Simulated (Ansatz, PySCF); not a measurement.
Pb2OF2 in two programs

Pb2OF2 (singlet), relaxed with PySCF 2.14.0, RKS PBE0, Pb def2-SVP with ECP60, O def2-SVP, F def2-SVP; non-relativistic Hamiltonian with scalar-relativistic core potentials where named; density fitting; no spin-orbit coupling:

```xyz
5

Pb    0.2503    0.6022    2.0364
Pb    0.2503    0.6022   -2.0364
O     0.4168    1.0031    0.0000
F    -0.5410   -1.3018    1.9671
F    -0.5410   -1.3018   -1.9671
```

There the HOMO–LUMO gap is 4.99 eV. 

The same geometry by Ansatz 0.2.0 (PBE, PAW, a periodic box with 9 Å of vacuum):

```json
{"spin-orbit coupling": "without", "gap (eV)": "3.32", "largest force component (eV/Å)": "0.31"}
```

Problem. What does the run with spin-orbit coupling give?

Solution. gap (eV): 3.11, largest force component (eV/Å): 0.26. It took 31 s on 2 threads of Arm Neoverse N1, with other jobs on the host, peak memory 1.9 GiB.

The spin-orbit runs use fully relativistic datasets of their own, so changes of a few hundredths of an eV needn't come from the coupling.

A rough frequency check found unstable modes, so the relaxed geometry is probably a saddle point.

The two programs differ in functional, so their gaps don't test each other.
